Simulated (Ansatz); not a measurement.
**BrH2NSn: small, medium and large basis sets**

An exercise on one series of results from a longer session: the logs are not shown, and one member is left open.

Computed with Ansatz 0.2.0, Gaussian basis. Level: one geometry, several basis sets.

The runs, in order: PBE0-D4/def2-SVP; ωB97M-V/def2-SVP; PBE0-D4/def2-QZVPP; ωB97M-V/def2-QZVPP; the functionals' def2-TZVPP values are taken from earlier runs.

**Structure used throughout**

An earlier PBE0-D4 in a triple-zeta def2 set relaxation fixed the geometry. Sn takes the def2 core potential; no spin-orbit term is included.

5 atoms, charge 0, spin multiplicity 1.

Atoms are counted from 1 here; the program's logs count them from 0.

Bond lengths: N1–Sn2 2.005 Å, N1–H4 1.009 Å, N1–H5 1.009 Å, Sn2–Br3 2.543 Å. Angles: Sn2–N1–H4 123.5°, Sn2–N1–H5 124.4°, H4–N1–H5 112.1°, N1–Sn2–Br3 93.7°.

Set-up of the first run:

in.yaml reads:

```yaml
crystal:
  periodic: [false, false, false]
  atoms:
    - {symbol: N, position_ang: [-0.600753, 0.263108, -0.433670]}
    - {symbol: Sn, position_ang: [-0.230479, -0.973198, 1.100168]}
    - {symbol: Br, position_ang: [2.281932, -0.587026, 1.021963]}
    - {symbol: H, position_ang: [0.119186, 0.769634, -0.927544]}
    - {symbol: H, position_ang: [-1.519984, 0.453881, -0.802218]}
basis:
  gaussian: {orbitals: def2-SVP}
hamiltonian: {xc: pbe0, dispersion: d4}
output: {orbitals: {seedname: orbitals}}
```

Run with:

```
> ansatz run in.yaml --threads 2 --pin off --events-out ev --progress --plain --max-ram 32768MiB --backend cpu
```

Steps of the session up to this table: PBE0-D4 in def2-SVP; ωB97M-V in def2-SVP; PBE0-D4 in def2-QZVPP; ωB97M-V in def2-QZVPP.

One table of the session follows, with a row left open; its other results are not shown here.

It belongs to the step «Functionals by basis». 

```
functional       basis  HOMO (eV)  LUMO (eV)
   PBE0-D4    def2-SVP          ?          ?
   PBE0-D4  def2-TZVPP      -7.36      -2.17
   PBE0-D4  def2-QZVPP      -7.39      -2.21
   ωB97M-V    def2-SVP      -9.22      -0.20
   ωB97M-V  def2-TZVPP      -9.42      -0.45
   ωB97M-V  def2-QZVPP      -9.45      -0.51
```

Estimate the missing values for PBE0-D4, def2-SVP.

As computed: HOMO (eV): -7.20; LUMO (eV): -2.00. In the column «HOMO (eV)» it is the highest.
